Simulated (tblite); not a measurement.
# C8H11P: the cost of one run

Computed with tblite 0.8.0 and PySCF 2.14.0, with density-fitted response routines of our own, on a single molecule, in the gas phase or a continuum. Atoms are numbered from 0 throughout.

## Step 1: The molecule as given

20 atoms, charge 0, multiplicity 1; geometry from: force field or distance geometry start.

Bonds of the start (Å): C0–C1 1.50, C1–C2 1.29, C2–P3 1.83, P3–C4 1.82, C4–C5 1.33, C5–C6 1.49, C6–C7 1.53, C7–C8 1.53, C8–C4 1.49, C0–H9 1.08, C0–H10 1.10, C0–H11 1.09, C1–H12 1.07, C5–H13 1.08, C6–H14 1.10, C6–H15 1.10, C7–H16 1.10, C7–H17 1.10, C8–H18 1.09, C8–H19 1.09.

## Step 2: Relaxing the molecule with GFN2-xTB

The job: settings as JSON, then the geometry in Å.

```
{"job": {"kind": "relax", "xc": "GFN2-xTB", "basis": "xTB"}, "charge": 0, "multiplicity": 1}
C      3.039600    -0.296000    -2.219100
C      2.607600     1.126600    -2.014000
C      1.613000     1.492200    -1.270700
P      0.180000     2.016700    -0.251900
C     -0.830600     0.774200     0.621500
C     -1.873400     1.083900     1.391900
C     -2.489900    -0.134800     1.979100
C     -1.863800    -1.261300     1.163400
C     -0.582200    -0.698100     0.553300
H      4.053800    -0.437400    -1.864500
H      2.381900    -0.997800    -1.683900
H      2.989900    -0.540200    -3.282500
H      3.194500     1.891000    -2.489100
H     -2.214600     2.084400     1.606600
H     -2.235400    -0.214600     3.045300
H     -3.582500    -0.128600     1.894100
H     -2.558400    -1.556500     0.359900
H     -1.679800    -2.165000     1.762300
H      0.287000    -0.966400     1.158100
H     -0.441900    -1.061800    -0.463000
```

Run with:

```sh
OMP_NUM_THREADS=1 python probes_run.py task.json out
```

The driver reads the jobs from task.json and runs them one after another.

Q: Estimate the wall time and peak memory of this first job on 1 thread of Arm Neoverse V1, shared host.

About 1.5 s, with a peak of 0.18 GiB.
